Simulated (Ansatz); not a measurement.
This script for Ansatz 0.2.0, Python API starts 4 runs on NaTi2O3, space group P-3m1. What input does the engine get in each?

`run_drho.py`
```python
'''Density of NaTi2O3 less that of its sublattices.'''

import ansatz as az
import numpy as np

vectors0 = np.array([
    [3.05762978, 0.0, 0.0],
    [-1.52881489, 2.64798506, 0.0],
    [0.0, 0.0, 7.801342],
])
sites = [
    ('Na', (0.0, 0.0, 0.5)),
    ('Ti', (1 / 3, 2 / 3, 0.148125)),
    ('Ti', (2 / 3, 1 / 3, 0.851875)),
    ('O', (1 / 3, 2 / 3, 0.705632)),
    ('O', (0.0, 0.0, 0.0)),
    ('O', (2 / 3, 1 / 3, 0.294368)),
]


def make_crystal(cell):
    crystal = az.Crystal(lattice=az.Lattice.of(cell))
    for symbol, position in sites:
        crystal = crystal.atom(symbol, position)
    return crystal

# one cutoff and one grid for all runs, so that the fields can be subtracted
def solve(crystal):
    return (
        crystal.calculation()
        .functional(az.Functional.PBESOL)
        .occupations('methfessel_paxton', width=0.1)
        .basis(460, grid_basis='typed')
        .kpoints(9, 9, 3)
        .density()
        .run(threads=1)
    )


whole = solve(make_crystal(vectors0))
difference = whole.density().channels[0].density_e_per_ang3.copy()
binding = whole.report['free_energy_ev']
for element in ['Na', 'Ti', 'O']:
    part = az.Crystal(lattice=az.Lattice.of(vectors0))
    for symbol, position in sites:
        if symbol == element:
            part = part.atom(symbol, position)
    alone = solve(part)
    difference -= alone.density().channels[0].density_e_per_ang3
    binding -= alone.report['free_energy_ev']
    print(f'{element} sublattice: {alone.report["n_electrons"]:g} electrons, {alone.report["n_iterations"]} iterations')

voxel = abs(np.linalg.det(vectors0)) / difference.size
print(f'energy of the crystal less its unpolarised sublattices: {binding / len(sites):.4f} eV/atom')
print(f'net charge of the difference {difference.sum() * voxel:.5f} e, charge rearranged {0.5 * np.abs(difference).sum() * voxel:.3f} e')
print(f'extremes {difference.min():.4f} and {difference.max():.4f} e/A^3')
for (symbol, position) in sites:
    index = tuple(int(round(p * n)) % n for p, n in zip(position, difference.shape))
    print(f'  change of the pseudo-density at the grid point nearest {symbol}: {difference[index]:+.4f} e/A^3')
profile = difference.mean(axis=(0, 1))
print('planar mean along the third vector:', np.round(profile[:: max(len(profile) // 12, 1)], 4))
```

Run 1:
```yaml
crystal:
  lattice:
    - [3.05762978, 0.0, 0.0]
    - [-1.52881489, 2.64798506, 0.0]
    - [0.0, 0.0, 7.801342]
  atoms:
    - { symbol: Na, position: [0.0, 0.0, 0.5] }
    - { symbol: Ti, position: [0.3333333333333333, 0.6666666666666666, 0.148125] }
    - { symbol: Ti, position: [0.6666666666666666, 0.3333333333333333, 0.851875] }
    - { symbol: O, position: [0.3333333333333333, 0.6666666666666666, 0.705632] }
    - { symbol: O, position: [0.0, 0.0, 0.0] }
    - { symbol: O, position: [0.6666666666666666, 0.3333333333333333, 0.294368] }
basis:
  ecutwfc: 460.0
  fft_grid_basis: typed
kpoints:
  mp_grid:
    grid: [9, 9, 3]
hamiltonian:
  xc: pbesol
scf:
  occupations:
    method: methfessel_paxton
    width: 0.1
output:
  write_density: true
```

Run 2, against run 1:
```diff
-    - { symbol: Ti, position: [0.3333333333333333, 0.6666666666666666, 0.148125] }
-    - { symbol: Ti, position: [0.6666666666666666, 0.3333333333333333, 0.851875] }
-    - { symbol: O, position: [0.3333333333333333, 0.6666666666666666, 0.705632] }
-    - { symbol: O, position: [0.0, 0.0, 0.0] }
-    - { symbol: O, position: [0.6666666666666666, 0.3333333333333333, 0.294368] }
```

Run 3, against run 1:
```diff
-    - { symbol: Na, position: [0.0, 0.0, 0.5] }
-    - { symbol: O, position: [0.3333333333333333, 0.6666666666666666, 0.705632] }
-    - { symbol: O, position: [0.0, 0.0, 0.0] }
-    - { symbol: O, position: [0.6666666666666666, 0.3333333333333333, 0.294368] }
```

Run 4, against run 1:
```diff
-    - { symbol: Na, position: [0.0, 0.0, 0.5] }
-    - { symbol: Ti, position: [0.3333333333333333, 0.6666666666666666, 0.148125] }
-    - { symbol: Ti, position: [0.6666666666666666, 0.3333333333333333, 0.851875] }
```

Running `python run_drho.py` prints:
```text
Na sublattice: 9 electrons, 8 iterations
Ti sublattice: 24 electrons, 8 iterations
O sublattice: 18 electrons, 11 iterations
energy of the crystal less its unpolarised sublattices: -5.0555 eV/atom
net charge of the difference 0.00000 e, charge rearranged 1.377 e
extremes -0.1245 and 0.2821 e/A^3
  change of the pseudo-density at the grid point nearest Na: -0.0081 e/A^3
  change of the pseudo-density at the grid point nearest Ti: -0.0815 e/A^3
  change of the pseudo-density at the grid point nearest Ti: -0.0815 e/A^3
  change of the pseudo-density at the grid point nearest O: -0.0042 e/A^3
  change of the pseudo-density at the grid point nearest O: -0.0542 e/A^3
  change of the pseudo-density at the grid point nearest O: -0.0042 e/A^3
planar mean along the third vector: [ 0.0034 -0.0085 -0.0399  0.0415  0.0344 -0.0141 -0.033  -0.0141  0.0344
  0.0415 -0.0399 -0.0085]
```

Caveats:
- The cell holds an odd number of electrons and is run without spin, so a magnetic state may lie lower.
- The mesh is modest for a metal, so energies can be off by several to tens of meV an atom and pressures by half a GPa or more; differences at equal mesh fare better.
- Grid values close to the nuclei reflect the PAW or pseudopotential construction, not the all-electron fields.
- The structure comes from a database of computed cells and needn't be a stable or known phase.
- Charge moved counts every rearrangement, bonding and polarisation too, and is no transfer between atoms; the bare sublattices are artificial references. Values near the nuclei depend on the potentials.
- Timing: 6.1 s on 1 thread of Intel(R) Xeon(R) Platinum 8488C (Sapphire Rapids), with other jobs on the host, peak memory 0.45 GiB.
